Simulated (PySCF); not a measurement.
# CH9Ge2P: the cost of one run

The runs use PySCF 2.14.0, with density-fitted response routines of our own; the level of theory stands in each step. All values are computed, except where a source is named. Atoms count from 0, in the outputs and in this text.

**1. The starting structure**

13 atoms, charge 0, multiplicity 1; geometry from: PBE0-D3(BJ)/def2-SVP.

Bonds of the start (Å): P0–Ge1 2.33, Ge1–C2 1.96, C2–Ge3 1.96, P0–H4 1.43, P0–H5 1.43, Ge1–H6 1.54, Ge1–H7 1.54, C2–H8 1.10, C2–H9 1.10, Ge3–H10 1.54, Ge3–H11 1.54, Ge3–H12 1.54.

**2. NMR shieldings: HF/pcSseg-1**

The job: settings as JSON, then the geometry in Å.

```
{"job": {"kind": "nmr", "xc": "HF", "basis": "pcSseg-1", "pop": false}, "charge": 0, "multiplicity": 1}
P      2.583402     0.462194     0.727304
Ge     1.050510    -0.301010    -0.849704
C     -0.679772    -0.546323     0.030762
Ge    -1.447431     1.096702     0.767809
H      2.108336     1.809844     0.699217
H      3.601579     0.712185    -0.244664
H      1.583876    -1.652646    -1.371522
H      0.897292     0.668165    -2.041625
H     -0.554923    -1.269722     0.851867
H     -1.387757    -0.980968    -0.693209
H     -0.563186     1.607539     1.922916
H     -2.869087     0.836295     1.302440
H     -1.512774     2.185905    -0.321289
```

Level: GIAO HF/pcSseg-1 NMR shielding, non-relativistic, gas phase.

The run is started by

```sh
$ OMP_NUM_THREADS=1 python probes_run.py task.json out
```

The driver reads the jobs from task.json and runs them one after another.

Q: Estimate the wall time and peak memory of this first job on 1 thread of Arm Neoverse V1, shared host.

About 12 s, with a peak of 0.9 GiB.
